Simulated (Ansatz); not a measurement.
# Fe (bcc type): how the settings move a single-point run

Aim: see which settings change the result for Fe (bcc type), by how much, and at what cost.

Computed with Ansatz 0.2.0 (reference: DFT, LDA, norm-conserving pseudopotentials, Ansatz's default files, scalar-relativistic, unless a step's input says otherwise).

**1. The starting structure**

The structure is cubic, space group Im-3m (No. 229). The conventional cell has a = 2.027 Å, b = 2.027 Å, c = 2.027 Å, α = 90.00°, β = 90.00°, γ = 90.00°. Around Fe (site symmetry m-3m) lie 8 Fe at 1.76 Å.

As a file:

```cif
data_structure
_symmetry_space_group_name_H-M 'P 1'
_symmetry_Int_Tables_number 1
_cell_length_a 1.7557
_cell_length_b 1.7557
_cell_length_c 1.7557
_cell_angle_alpha 109.471
_cell_angle_beta 109.471
_cell_angle_gamma 109.471
_cell_volume 4.17
loop_
_atom_site_label
_atom_site_type_symbol
_atom_site_fract_x
_atom_site_fract_y
_atom_site_fract_z
_atom_site_occupancy
Fe1 Fe 0.00000 0.00000 0.00000 1
```

**2. Baseline**

The input, input.yaml:

```yaml
crystal:
  lattice:
    - [-1.013631613, 1.013631613, 1.013631613]
    - [1.013631613, -1.013631613, 1.013631613]
    - [1.013631613, 1.013631613, -1.013631613]
  atoms:
    - { symbol: Fe, position: [0.0, 0.0, 0.0], spin: 2.5 }
magnetization:
  spin_polarized: true
kpoints:
  mp_grid: { grid: [21, 21, 21] }
scf:
  occupations: { method: fermi_dirac, width: 0.05 }
hamiltonian:
  xc: lda
  pseudopotentials: { kind: nc }
output:
  forces: true
  stress: true
  eigenvalues: true
```

Command:

```bash
$ ansatz run input.yaml --threads 1 --pin off --max-ram 3072MiB --backend cpu --events-out ev --progress --plain --runs-dir out
```

**3. Changing settings: n_extra_bands 2, pseudopotentials.accuracy standard, xc_grid 2**

input.yaml: that of step 2 with these lines changed.

```diff
@@ -11,7 +11,19 @@
   mp_grid: { grid: [21, 21, 21] }
+  band_path:
+    path:
+      - [0.0, 0.0, 0.0]
+      - [0.5, -0.5, 0.5]
+      - [0.0, 0.0, 0.5]
+      - [0.0, 0.0, 0.0]
+      - [0.25, 0.25, 0.25]
+      - [0.5, -0.5, 0.5]
+      - [0.25, 0.25, 0.25]
+      - [0.0, 0.0, 0.5]
+    npoints: 8
 scf:
   occupations: { method: fermi_dirac, width: 0.05 }
+  n_extra_bands: 2
 hamiltonian:
   xc: lda
-  pseudopotentials: { kind: nc }
+  pseudopotentials: { kind: nc, accuracy: standard }
 output:
@@ -20 +32,4 @@
   eigenvalues: true
+  populations: true
+basis:
+  xc_grid: 2
```

Q: Predict the outcome of this session. Wanted: for each run, ending; energy change; pressure; gap; force.

The runs gave:

```tsv
run	ending	energy change	pressure (GPa)	gap (eV)	force (eV/Å)	cycles	time
reference	converged	-	1684.5	0.00	0.00	16	12 s
1: n_extra_bands 2, pseudopotentials.accuracy standard, xc_grid 2	converged	not comparable	1684.5	0.00	0.00	17	13 s
```

Times don't compare one to one where runs were asked for different outputs or read a saved state (see the inputs); cycles may leave out searches for a lower state.

Residual by cycle in the longest SCF loop of each run; runs are numbered as in the table. The quantity is the density residual dr2, in eV.

```tsv
cycle	reference	run 1
1	0.0363	0.0365
2	0.0105	0.0103
4	3.4e-4	3.7e-4
5	1.2e-4	1.7e-4
7	9.9e-6	4.4e-6
8	1.5e-4	1.1e-4
10	1.1e-5	5.9e-6
11	3.9e-5	1.5e-5
13	2.1e-7	7.2e-7
14	2.5e-9	1.2e-7
16	6.6e-14	1.0e-10
17	-	1.1e-12
```

What this shows: After a change of potentials the difference of the totals has no physical meaning; pressure, gap, moments and forces, where computed, barely move. The structure is not at rest: the sound run finds 1685 GPa, so these are no properties of the relaxed crystal. 
